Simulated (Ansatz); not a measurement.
# CH9N3OSi: small, medium and large basis sets

One table from this session's results is given with a row withheld; the runs are named, their logs left out.

Program: Ansatz 0.2.0, Gaussian basis. Level of theory: one geometry, several basis sets. These are calculated values, not measurements.

Levels to be run: PBE0-D4/def2-SVP; ωB97M-V/def2-SVP; PBE0-D4/def2-QZVPP; ωB97M-V/def2-QZVPP; the functionals' def2-TZVPP values are taken from earlier runs.

## The relaxed structure

All runs share one geometry, relaxed beforehand with PBE0-D4 in a triple-zeta def2 set.

SMILES `CO[Si](N)(N)N`, 15 atoms, charge 0, spin multiplicity 1.

Atoms are counted from 1 here; the program's logs count them from 0.

Bond lengths: C1–O2 1.404 Å, C1–H7 1.092 Å, C1–H8 1.096 Å, C1–H9 1.097 Å, O2–Si3 1.646 Å, Si3–N4 1.717 Å, Si3–N5 1.708 Å, Si3–N6 1.705 Å, N4–H10 1.007 Å, N4–H11 1.007 Å, N5–H12 1.006 Å, N5–H13 1.005 Å, N6–H14 1.006 Å, N6–H15 1.005 Å. Angles: O2–C1–H7 108.5°, O2–C1–H8 111.8°, O2–C1–H9 111.3°, H7–C1–H8 108.6°, H7–C1–H9 108.3°, H8–C1–H9 108.2°, C1–O2–Si3 123.4°, O2–Si3–N4 105.8°, O2–Si3–N5 100.9°, O2–Si3–N6 119.4°, N4–Si3–N5 122.5°, N4–Si3–N6 103.2°, N5–Si3–N6 106.4°, Si3–N4–H10 119.7°, Si3–N4–H11 119.8°, H10–N4–H11 111.0°, Si3–N5–H12 119.3°, Si3–N5–H13 121.3° and more.

Set-up of the first run:

Contents of in.yaml:

```yaml
crystal:
  periodic: [false, false, false]
  atoms:
    - {symbol: C, position_ang: [0.212081, -0.951558, 1.938875]}
    - {symbol: O, position_ang: [0.446781, 0.207901, 1.182956]}
    - {symbol: Si, position_ang: [0.000542, 0.369152, -0.393047]}
    - {symbol: N, position_ang: [0.802627, -0.892362, -1.237056]}
    - {symbol: N, position_ang: [0.351642, 2.018940, -0.659702]}
    - {symbol: N, position_ang: [-1.633237, 0.149092, -0.826328]}
    - {symbol: H, position_ang: [0.705295, -0.840085, 2.907060]}
    - {symbol: H, position_ang: [0.607179, -1.846946, 1.445633]}
    - {symbol: H, position_ang: [-0.859648, -1.102815, 2.114677]}
    - {symbol: H, position_ang: [1.774436, -1.078791, -1.049992]}
    - {symbol: H, position_ang: [0.580470, -1.069214, -2.202848]}
    - {symbol: H, position_ang: [1.035219, 2.476259, -0.080347]}
    - {symbol: H, position_ang: [0.311099, 2.418621, -1.581387]}
    - {symbol: H, position_ang: [-2.315884, 0.857157, -0.617291]}
    - {symbol: H, position_ang: [-2.040402, -0.766150, -0.911902]}
basis:
  gaussian: {orbitals: def2-SVP}
hamiltonian: {xc: pbe0, dispersion: d4}
output: {orbitals: {seedname: orbitals}}
```

Run with:

```console
ansatz run in.yaml --threads 4 --pin off --events-out ev --progress --plain --max-ram 11315MiB
```

Among the steps run: PBE0-D4 in def2-SVP; ωB97M-V in def2-SVP; PBE0-D4 in def2-QZVPP; ωB97M-V in def2-QZVPP.

One of the session's tables, all rows but one given; the rest of the session is left out.

It belongs to the step «Functionals by basis». 

```
functional       basis  HOMO (eV)  LUMO (eV)
   PBE0-D4    def2-SVP      -6.45       1.66
   PBE0-D4  def2-TZVPP      -6.78       0.85
   PBE0-D4  def2-QZVPP          ?          ?
   ωB97M-V    def2-SVP      -8.84       3.24
   ωB97M-V  def2-TZVPP      -9.17       2.22
   ωB97M-V  def2-QZVPP      -9.24       1.51
```

Estimate the missing values for PBE0-D4, def2-QZVPP.

The run gave: HOMO (eV): -6.85; LUMO (eV): 0.38. In the column «HOMO (eV)» it lies between ωB97M-V, def2-SVP (-8.84) and PBE0-D4, def2-TZVPP (-6.78).
